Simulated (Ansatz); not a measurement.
Here is an Ansatz 0.2.0 calculation.

input.yaml

```yaml
crystal:
  lattice:
    - [-1.37004, 1.37004, 9.71647]
    - [1.37004, -1.37004, 9.71647]
    - [1.37004, 1.37004, -9.71647]
  atoms:
    - { symbol: Ni, position: [0.19862, 0.19862, 0.0], spin: 1.0 }
    - { symbol: Mo, position: [0.60922, 0.60922, 0.0], spin: 1.0 }
    - { symbol: Pd, position: [0.7931, 0.7931, 0.0] }
    - { symbol: Ir, position: [0.39944, 0.39944, 0.0], spin: 0.6 }
    - { symbol: W, position: [0.99565, 0.99565, 0.0] }
hamiltonian:
  xc: pbe
  pseudopotentials: { kind: paw }
  dispersion: d3bjatm
magnetization:
  spin_polarized: true
kpoints:
  mp_grid: { grid: [10, 10, 10] }
scf:
  occupations: { method: fermi_dirac, width: 0.05 }
output:
  forces: true
  stress: true
  eigenvalues: true
relax:
  f_tol: 0.01
  max_steps: 40
  cell: { stress_tol: 0.05 }
```

Potentials or basis: Ansatz PAW.

Launch:

```console
$ ansatz run input.yaml --threads 8 --pin off --max-ram 20480MiB --backend cpu --events-out ev --progress --plain --runs-dir out
```

**Question.** Estimate the net moment.

**Answer.** 0.00 μB per cell.

**Question.** Predict the space group after relaxing (to 0.05 Å).

**Answer.** I4mm (No. 107).

**Question.** What does it give for the relaxed volume?

**Answer.** 14.26 Å³/atom.

Forces in eV/Å, atoms in the order of the input:
```
Ni   0.000  0.000 -0.003
Mo   0.000  0.000  0.003
Pd   0.000  0.000  0.001
Ir   0.000  0.000 -0.005
W    0.000  0.000  0.004
```

Caveat: the plane-wave basis is chosen anew once the cell has moved, so the energies of steps on either side of that aren't comparable; pairwise dispersion overbinds metals, which lowers pressure and volume; the starting moments weren't kept. The run has no spin-orbit coupling, so splittings on Ir, W are missing.
